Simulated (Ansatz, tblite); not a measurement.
# Sn21H30 off rod (InSn₂₀H₃₀): one state, many levels

How do method and basis change the picture of Sn21H30 off rod (InSn₂₀H₃₀) (doublet)?

Method: as each input shows; program: Ansatz 0.2.0, Gaussian basis.

Plan: GFN1-xTB, GFN2-xTB, PBE-D4/def2-SVP, r2SCAN-D4/def2-SVP, revPBE-D4/def2-SVP, r2SCAN-D4/def2-mTZVP.

4 further runs of the same task are left out: 2 for a known fault of the program, 2 set aside as unsound or not needed.

## 1. The geometry

The doublet was relaxed beforehand with PBE-D4/def2-SVP.

51 atoms, charge 0, spin multiplicity 2.

Bond lengths: In1–Sn16 2.892 Å, In1–Sn17 2.802 Å, In1–Sn18 2.955 Å, In1–H28 1.751 Å, Sn2–Sn12 2.821 Å, Sn2–Sn14 2.814 Å, Sn2–H22 1.738 Å, Sn2–H23 1.738 Å, Sn3–Sn10 2.817 Å, Sn3–Sn15 2.821 Å, Sn3–Sn16 2.825 Å, Sn3–H24 1.744 Å, Sn4–Sn12 2.821 Å, Sn4–Sn15 2.822 Å, Sn4–Sn17 2.822 Å, Sn4–H25 1.745 Å, Sn5–Sn10 2.817 Å, Sn5–Sn12 2.817 Å and more. Angles: Sn16–In1–Sn17 108.9°, Sn16–In1–Sn18 81.0°, Sn16–In1–H28 115.8°, Sn17–In1–Sn18 112.8°, Sn17–In1–H28 125.1°, Sn18–In1–H28 104.4°, Sn12–Sn2–Sn14 111.2°, Sn12–Sn2–H22 111.4°, Sn12–Sn2–H23 108.9°, Sn14–Sn2–H22 110.6°, Sn14–Sn2–H23 107.5°, H22–Sn2–H23 107.1°, Sn10–Sn3–Sn15 106.2°, Sn10–Sn3–Sn16 111.5°, Sn10–Sn3–H24 109.6°, Sn15–Sn3–Sn16 111.4°, Sn15–Sn3–H24 109.5°, Sn16–Sn3–H24 108.7° and more.

In, Sn take a core potential in the def2 sets. No spin-orbit coupling is included.

PBE0-D4/def2-SVP was run before; its log isn't repeated, and its numbers join the tables.

## 2. GFN1-xTB

Tight binding, by tblite at 300 K electronic temperature and without a spin-polarisation term:

```python
tblite.interface.Calculator('GFN1-xTB', numbers, positions, charge=0, uhf=1).singlepoint()
```

Energy -1857.3078 eV; 0.37 s.

## 3. GFN2-xTB

Tight binding, by tblite at 300 K electronic temperature and without a spin-polarisation term:

```python
tblite.interface.Calculator('GFN2-xTB', numbers, positions, charge=0, uhf=1).singlepoint()
```

Energy -1604.7343 eV; 0.9 s.

## 4. PBE-D4/def2-SVP

start.molden holds the orbitals of an earlier run on this state, given as this run's starting guess.

Contents of in.yaml:

```yaml
crystal:
  periodic: [false, false, false]
  atoms:
    - {symbol: In, position_ang: [2.019772, 1.717093, -1.284648]}
    - {symbol: Sn, position_ang: [1.381570, -4.550871, -1.483346]}
    - {symbol: Sn, position_ang: [-1.839102, 2.112040, -4.233633]}
    - {symbol: Sn, position_ang: [1.346247, -1.216220, -4.833995]}
    - {symbol: Sn, position_ang: [-1.904660, -1.477164, -1.630301]}
    - {symbol: Sn, position_ang: [-1.991145, 1.960188, 1.406721]}
    - {symbol: Sn, position_ang: [1.510540, -1.130976, 1.572428]}
    - {symbol: Sn, position_ang: [-1.893702, -1.159951, 4.751529]}
    - {symbol: Sn, position_ang: [1.228696, 2.277507, 4.644128]}
    - {symbol: Sn, position_ang: [-3.608766, 0.325021, -2.965447]}
    - {symbol: Sn, position_ang: [-3.584191, 0.319844, 3.059264]}
    - {symbol: Sn, position_ang: [-0.169168, -2.992717, -3.251609]}
    - {symbol: Sn, position_ang: [-0.269537, -2.749723, 3.085948]}
    - {symbol: Sn, position_ang: [3.084062, -2.935178, 0.068783]}
    - {symbol: Sn, position_ang: [-0.402369, 0.586156, -6.121745]}
    - {symbol: Sn, position_ang: [-0.106706, 3.347040, -2.374494]}
    - {symbol: Sn, position_ang: [3.229522, 0.292680, -3.371800]}
    - {symbol: Sn, position_ang: [-0.293381, 0.294526, -0.119295]}
    - {symbol: Sn, position_ang: [-0.366760, 3.748048, 2.848055]}
    - {symbol: Sn, position_ang: [2.995092, 0.553948, 3.284560]}
    - {symbol: Sn, position_ang: [-0.339354, 0.613681, 6.293262]}
    - {symbol: H, position_ang: [2.296312, -5.758126, -2.336238]}
    - {symbol: H, position_ang: [0.319704, -5.388930, -0.391793]}
    - {symbol: H, position_ang: [-2.748383, 3.351199, -5.058406]}
    - {symbol: H, position_ang: [2.121758, -2.181506, -6.064212]}
    - {symbol: H, position_ang: [-2.752908, -2.469624, -0.471968]}
    - {symbol: H, position_ang: [-3.041536, 2.818232, 0.312919]}
    - {symbol: H, position_ang: [2.861263, 2.387130, 0.096805]}
    - {symbol: H, position_ang: [-2.835040, -2.190043, 5.796634]}
    - {symbol: H, position_ang: [2.139590, 3.368450, 5.654943]}
    - {symbol: H, position_ang: [-4.622699, -0.482436, -4.121828]}
    - {symbol: H, position_ang: [-4.641595, 1.103535, -1.805451]}
    - {symbol: H, position_ang: [-4.513819, -0.746071, 2.050209]}
    - {symbol: H, position_ang: [-4.703767, 1.279451, 3.979725]}
    - {symbol: H, position_ang: [-1.111623, -4.056626, -4.263463]}
    - {symbol: H, position_ang: [-1.261778, -3.621224, 1.954390]}
    - {symbol: H, position_ang: [0.633772, -3.932259, 3.989452]}
    - {symbol: H, position_ang: [3.988458, -3.903583, 1.194669]}
    - {symbol: H, position_ang: [4.228435, -2.087140, -0.918993]}
    - {symbol: H, position_ang: [-1.540428, -0.264617, -7.124329]}
    - {symbol: H, position_ang: [0.507351, 1.637683, -7.165528]}
    - {symbol: H, position_ang: [0.698461, 4.651466, -3.223517]}
    - {symbol: H, position_ang: [-1.059695, 4.113901, -1.134051]}
    - {symbol: H, position_ang: [3.868834, 1.403436, -4.555535]}
    - {symbol: H, position_ang: [4.555248, -0.744499, -2.937409]}
    - {symbol: H, position_ang: [0.645786, 4.619189, 1.739645]}
    - {symbol: H, position_ang: [-1.311309, 4.914592, 3.723783]}
    - {symbol: H, position_ang: [4.225089, 1.399585, 2.404606]}
    - {symbol: H, position_ang: [3.795325, -0.462868, 4.449494]}
    - {symbol: H, position_ang: [-1.391856, 1.556010, 7.305196]}
    - {symbol: H, position_ang: [0.702691, -0.293878, 7.347287]}
basis:
  gaussian: {orbitals: def2-SVP, fitting: {mean_field: def2-universal-jkfit}, initial_orbitals: start.molden}
magnetization: {spin_polarized: true, initial_magnetization: 1}
hamiltonian: {xc: pbe, dispersion: d4}
scf: {omitted_lower_state_checks: [starts]}
output: {forces: true, orbitals: {seedname: orbitals}}
```

Run with:

```bash
> ansatz run in.yaml --threads 4 --pin off --events-out ev --progress --plain --max-ram 66560MiB --backend cuda --devices 0, --max-vram 37GiB
```

After this run come: r2SCAN-D4/def2-SVP; revPBE-D4/def2-SVP; r2SCAN-D4/def2-mTZVP.

**Question.** What will the summary of the whole plan be? Wanted: gap in def2-SVP, named functionals, smallest and largest; binding an atom, functionals in def2-SVP; ⟨S²⟩ in def2-SVP, named functionals, smallest and largest.

The runs gave:

| quantity | value |
| --- | --- |
| gap in def2-SVP, named functionals, smallest and largest | 0.36 eV (PBE-D4), 1.62 eV (PBE0-D4) |
| binding an atom, functionals in def2-SVP | 2.33 (revPBE-D4) to 2.41 eV (PBE-D4) |
| ⟨S²⟩ in def2-SVP, named functionals, smallest and largest | 0.752, 0.757 |

In words: Orbital gaps of the named functionals in def2-SVP span 0.36 eV (PBE-D4) to 1.62 eV (PBE0-D4); exact exchange widens it. Over the named functionals in def2-SVP spin contamination reaches 0.01 (r2SCAN-D4), which is small.
